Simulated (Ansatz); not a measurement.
# GaPt: the cost of one run

Computed with Ansatz 0.2.0 (DFT PBEsol, scalar-relativistic, plane waves, PAW).

1 further run of the same task is left out (set aside as unsound or not needed).

## 1. The starting structure

It takes space group P2_13 (No. 198, cubic). Conventional cell: a = 4.971 Å, b = 4.971 Å, c = 4.971 Å, α = 90.00°, β = 90.00°, γ = 90.00°. Ga (site symmetry 3) has 7 Pt at 2.62 to 2.72 Å as nearest neighbours. Pt (site symmetry 3) has 7 Ga at 2.62 to 2.72 Å as nearest neighbours.

As a file:

```xyz
8
Lattice="4.9713 0.0000 0.0000 0.0000 4.9713 0.0000 0.0000 0.0000 4.9713" Properties=species:S:1:pos:R:3 pbc="T T T"
Ga    0.4613    0.4613    0.4613
Ga    2.0244    4.5100    2.9469
Ga    4.5100    2.9469    2.0244
Ga    2.9469    2.0244    4.5100
Pt    1.9749    1.9749    1.9749
Pt    0.5107    2.9964    4.4606
Pt    2.9964    4.4606    0.5107
Pt    4.4606    0.5107    2.9964
```

It goes back to an entry of the Materials Project.

It is the result of an earlier relaxation at this level (volume 15.36 Å³/atom; gap on the mesh: none (metal)).

## 2. The cell under PBEsol

Contents of input.yaml:

```yaml
crystal:
  lattice:
    - [4.971325286, 0.0, 0.0]
    - [0.0, 4.971325286, 0.0]
    - [0.0, 0.0, 4.971325286]
  atoms:
    - { symbol: Ga, position: [0.0927881078, 0.0927881078, 0.0927881078] }
    - { symbol: Ga, position: [0.4072118922, 0.9072118922, 0.5927881078] }
    - { symbol: Ga, position: [0.9072118922, 0.5927881078, 0.4072118922] }
    - { symbol: Ga, position: [0.5927881078, 0.4072118922, 0.9072118922] }
    - { symbol: Pt, position: [0.39726435, 0.39726435, 0.39726435] }
    - { symbol: Pt, position: [0.10273565, 0.60273565, 0.89726435] }
    - { symbol: Pt, position: [0.60273565, 0.89726435, 0.10273565] }
    - { symbol: Pt, position: [0.89726435, 0.10273565, 0.60273565] }
basis:
  ecutwfc: 420
kpoints:
  mp_grid: { grid: [8, 8, 8] }
hamiltonian:
  xc: pbesol
scf:
  occupations: { method: gaussian, width: 0.1 }
output:
  forces: true
  stress: true
  eigenvalues: true
relax:
  adjacent_minimum: "off"
  f_tol: 0.005
  max_steps: 50
  cell: { stress_tol: 0.05 }
```

Launch:

```bash
> ansatz run input.yaml --threads 2 --pin off --max-ram 5120MiB --backend cpu --events-out ev --progress --plain --runs-dir out
```

**Question.** How long does this run take on 2 threads of Arm Neoverse V2, shared host, and how much memory does it need?

About 2.1 min, with a peak of 0.61 GiB.
